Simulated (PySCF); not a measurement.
## Al: band structure with PBE

Crystal: Al.

```
CELL_PARAMETERS angstrom
0.00000 2.02481 2.02481
2.02481 0.00000 2.02481
2.02481 2.02481 0.00000
ATOMIC_POSITIONS crystal
Al 0.00000 0.00000 0.00000
```

| Item | Value |
| --- | --- |
| Program | PySCF 2.14.0 |
| Task | band structure |
| Functional | PBE |
| Potentials or basis | DZVP-MOLOPT-SR/GTH-PBE (potentials made for PBE) |
| k mesh | 10 × 10 × 10 |
| Occupations | fermi-dirac, width 0.05 eV |
| Spin | no spin polarisation |
| Symmetry | yes |
| Density cutoff | 50 Ha |
| Exponents discarded below (exp_to_discard) | 0.02 1/bohr^2 |
| Band path | GXWKGLUWLK,UX |
| Potentials | Al GTH-PBE-q3 |
| conv_tol | 1e-07 Ha |
| max_cycle | 60 |
| Coulomb method | multigrid |

```json
{
 "Band gap on the k mesh": "none (metal or under the smearing width)"
}
```

Levels at the corners of the path, in eV from the Fermi level:
```tsv
point	band 1	band 2	band 3	band 4	band 5
Γ	-11.22	12.78	12.78	12.78	14.47
X	-3.05	-1.74	5.37	5.54	5.54
W	-0.98	-0.98	0.04	0.95	16.49
K	-2.02	-1.50	-0.53	6.52	8.90
Γ	-11.22	12.78	12.78	12.78	14.47
L	-4.73	-4.53	11.56	11.56	11.80
U	-2.02	-1.50	-0.53	6.52	8.90
W	-0.98	-0.98	0.04	0.95	16.49
L	-4.73	-4.53	11.56	11.56	11.80
K	-2.02	-1.50	-0.53	6.52	8.90
U	-2.02	-1.50	-0.53	6.52	8.90
X	-3.05	-1.74	5.37	5.54	5.54
```

It took 53 s on 4 threads of AMD EPYC 7R43 64-Core Processor (Zen 3), with other jobs on the host, peak memory 1.5 GiB.

Caveat: the basis of atomic orbitals isn't converged, which shifts pressures, moduli and gaps.
